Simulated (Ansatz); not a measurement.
# Si₂HBr: one structure at several levels

The atoms stand at a structure displaced at random from a GFN2-xTB minimum. How far do the functionals agree with CCSD(T) there?

Method: single points in def2-TZVPP; program: Ansatz 0.2.0, Gaussian basis.

Correlated methods freeze the cores. Filled d shells of the heavier atoms are correlated.

### Step 1. The starting structure

SMILES `[SiH]#[Si]Br`, 4 atoms, charge 0, spin multiplicity 1.

Atoms are counted from 1 here; the program's logs count them from 0.

Bond lengths: Si1–Si2 2.191 Å, Si1–H4 1.524 Å, Si2–Br3 2.501 Å. Angles: Si2–Si1–H4 173.4°, Si1–Si2–Br3 85.9°.

Coordinates:

```
Si   -0.5808    0.0474   -0.7522
Si    0.4242   -1.5215    0.4002
Br    1.4015    0.3461    1.7472
H    -1.2987    1.2241   -1.4029
```

### Step 2. CCSD(T)/def2-TZVPP

File run/in.yaml:

```yaml
crystal:
  periodic: [false, false, false]
  atoms:
    - {symbol: Si, position_ang: [-0.580800, 0.047400, -0.752200]}
    - {symbol: Si, position_ang: [0.424200, -1.521500, 0.400200]}
    - {symbol: Br, position_ang: [1.401500, 0.346100, 1.747200]}
    - {symbol: H, position_ang: [-1.298700, 1.224100, -1.402900]}
basis:
  gaussian: {orbitals: def2-TZVPP}
correlation: {method: ccsd_t}
output: {forces: true}
```

The command line of these runs was not kept.

### Step 3. PBE0-D4/def2-TZVPP

run/in.yaml: that of step 2 with these lines changed.

```diff
@@ -9,3 +9,3 @@
   gaussian: {orbitals: def2-TZVPP}
-correlation: {method: ccsd_t}
-output: {forces: true}
+hamiltonian: {xc: pbe0, dispersion: d4}
+output: {forces: true, orbitals: {seedname: orbitals}}
```

### Step 4. wB97M-V/def2-TZVPP

run/in.yaml: that of step 3 with these lines changed.

```diff
@@ -9,3 +9,3 @@
   gaussian: {orbitals: def2-TZVPP}
-hamiltonian: {xc: pbe0, dispersion: d4}
-output: {forces: true, orbitals: {seedname: orbitals}}
+hamiltonian: {xc: {name: wB97M-V}}
+output: {forces: true}
```

### Step 5. r2SCAN-D4/def2-TZVPP

run/in.yaml: that of step 4 with these lines changed.

```diff
@@ -9,3 +9,3 @@
   gaussian: {orbitals: def2-TZVPP}
-hamiltonian: {xc: {name: wB97M-V}}
+hamiltonian: {xc: r2scan, dispersion: d4}
 output: {forces: true}
```

### Step 6. PBE-D4/def2-TZVPP

run/in.yaml: that of step 5 with these lines changed.

```diff
@@ -9,3 +9,3 @@
   gaussian: {orbitals: def2-TZVPP}
-hamiltonian: {xc: r2scan, dispersion: d4}
+hamiltonian: {xc: pbe, dispersion: d4}
 output: {forces: true}
```

### Step 7. HSE06-D4/def2-TZVPP

run/in.yaml: that of step 6 with these lines changed.

```diff
@@ -9,3 +9,3 @@
   gaussian: {orbitals: def2-TZVPP}
-hamiltonian: {xc: pbe, dispersion: d4}
+hamiltonian: {xc: hse06, dispersion: d4}
 output: {forces: true}
```

### Step 8. revPBE-D4/def2-TZVPP

run/in.yaml: that of step 7 with these lines changed.

```diff
@@ -9,3 +9,3 @@
   gaussian: {orbitals: def2-TZVPP}
-hamiltonian: {xc: hse06, dispersion: d4}
+hamiltonian: {xc: {name: revPBE}, dispersion: d4}
 output: {forces: true}
```

(Steps that only read results are left out.)

Before running it: what results should come out? Wanted: energy less free atoms, CCSD(T)/def2-TZVPP; RMS force component; RMS force error; HOMO and LUMO, PBE0-D4; T1 diagnostic.

**Answer**, as computed:

```
                                  quantity                                                                                              value
energy less free atoms, CCSD(T)/def2-TZVPP                                                                                    -193.6 kcal/mol
                       RMS force component                                                               0.425 to 0.526 eV/Å over the methods
                           RMS force error  PBE0-D4 0.153, wB97M-V 0.140, r2SCAN-D4 0.129, PBE-D4 0.149, HSE06-D4 0.145, revPBE-D4 0.151 eV/Å
                    HOMO and LUMO, PBE0-D4                                                                                 -6.07 and -3.67 eV
                             T1 diagnostic                                                                                              0.019
```

Against CCSD(T) the functionals' energies less atoms differ by -20.5 to -8.9 kcal/mol, PBE-D4 by -20.5 kcal/mol. CCSD(T) in triple zeta still lacks some correlation energy of the bonds, so part of these gaps is its own basis error and they don't rank the functionals. The forces of r2SCAN-D4 come nearest to CCSD(T), those of PBE0-D4 are farthest. Frozen-core CCSD(T) forces in triple zeta carry basis errors of their own, and this is one geometry, so small gaps rank nothing. The restricted Hartree–Fock reference is unstable towards an unrestricted one at one or more of these structures.
